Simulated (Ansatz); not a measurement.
# Si7Ge: the cost of one run

Computed with Ansatz 0.2.0 (DFT PBEsol, scalar-relativistic, plane waves, PAW, unless a step's input says otherwise).

That is the level of the relaxation; later steps name their own.

**1. The starting structure**

It takes space group Amm2 (No. 38, orthorhombic). Conventional cell: a = 3.863 Å, b = 7.726 Å, c = 10.926 Å, α = 90.00°, β = 90.00°, γ = 90.00°. Ge (site symmetry mm2) has 4 Si at 2.37 Å as nearest neighbours. Si (site symmetry m) has 4 Si at 2.37 Å as nearest neighbours. Si (site symmetry mm2) has 4 Si at 2.37 Å as nearest neighbours. Around Si (site symmetry mm2) lie 2 Ge at 2.37 Å and 2 Si at 2.37 Å. Si (site symmetry m) is surrounded by 1 Ge at 2.37 Å and 3 Si at 2.37 Å.

As a file:

```cif
data_structure
_symmetry_space_group_name_H-M 'P 1'
_symmetry_Int_Tables_number 1
_cell_length_a 7.7256
_cell_length_b 7.7256
_cell_length_c 7.7256
_cell_angle_alpha 60.000
_cell_angle_beta 60.000
_cell_angle_gamma 60.000
_cell_volume 326.04
loop_
_atom_site_label
_atom_site_type_symbol
_atom_site_fract_x
_atom_site_fract_y
_atom_site_fract_z
_atom_site_occupancy
Ge1 Ge 0.37500 0.37500 0.37500 1
Ge2 Ge 0.37500 0.37500 0.87500 1
Si1 Si 0.37500 0.87500 0.37500 1
Si2 Si 0.37500 0.87500 0.87500 1
Si3 Si 0.87500 0.37500 0.37500 1
Si4 Si 0.87500 0.37500 0.87500 1
Si5 Si 0.87500 0.87500 0.37500 1
Si6 Si 0.87500 0.87500 0.87500 1
Si7 Si 0.25000 0.25000 0.25000 1
Si8 Si 0.25000 0.25000 0.75000 1
Si9 Si 0.25000 0.75000 0.25000 1
Si10 Si 0.25000 0.75000 0.75000 1
Si11 Si 0.75000 0.25000 0.25000 1
Si12 Si 0.75000 0.25000 0.75000 1
Si13 Si 0.75000 0.75000 0.25000 1
Si14 Si 0.75000 0.75000 0.75000 1
```

(A quick probe on a coarse mesh, which set the mesh and smearing, is not shown.)

**3. Relaxing cell and atoms**

Contents of input.yaml:

```yaml
crystal:
  lattice:
    - [0.0, 5.46280317, 5.46280317]
    - [5.46280317, 0.0, 5.46280317]
    - [5.46280317, 5.46280317, 0.0]
  atoms:
    - { symbol: Ge, position: [0.375, 0.375, 0.375] }
    - { symbol: Ge, position: [0.375, 0.375, 0.875] }
    - { symbol: Si, position: [0.375, 0.875, 0.375] }
    - { symbol: Si, position: [0.375, 0.875, 0.875] }
    - { symbol: Si, position: [0.875, 0.375, 0.375] }
    - { symbol: Si, position: [0.875, 0.375, 0.875] }
    - { symbol: Si, position: [0.875, 0.875, 0.375] }
    - { symbol: Si, position: [0.875, 0.875, 0.875] }
    - { symbol: Si, position: [0.25, 0.25, 0.25] }
    - { symbol: Si, position: [0.25, 0.25, 0.75] }
    - { symbol: Si, position: [0.25, 0.75, 0.25] }
    - { symbol: Si, position: [0.25, 0.75, 0.75] }
    - { symbol: Si, position: [0.75, 0.25, 0.25] }
    - { symbol: Si, position: [0.75, 0.25, 0.75] }
    - { symbol: Si, position: [0.75, 0.75, 0.25] }
    - { symbol: Si, position: [0.75, 0.75, 0.75] }
basis:
  ecutwfc: 420
kpoints:
  mp_grid: { grid: [6, 6, 6] }
hamiltonian:
  xc: pbesol
scf:
  occupations: { method: gaussian, width: 0.02 }
output:
  forces: true
  stress: true
  eigenvalues: true
  write_density: true
  write_potential: true
  elf: true
  volumetric_format: npy
relax:
  adjacent_minimum: "off"
  f_tol: 0.005
  max_steps: 80
  cell: { stress_tol: 0.05 }
```

Started as:

```
> ansatz run input.yaml --threads 4 --pin off --max-ram 10240MiB --backend cpu --events-out ev --progress --plain --runs-dir out
```

Q: Estimate wall time and peak memory on 4 threads of Arm Neoverse V2, shared host.

About 1.8 min, with a peak of 1.1 GiB.
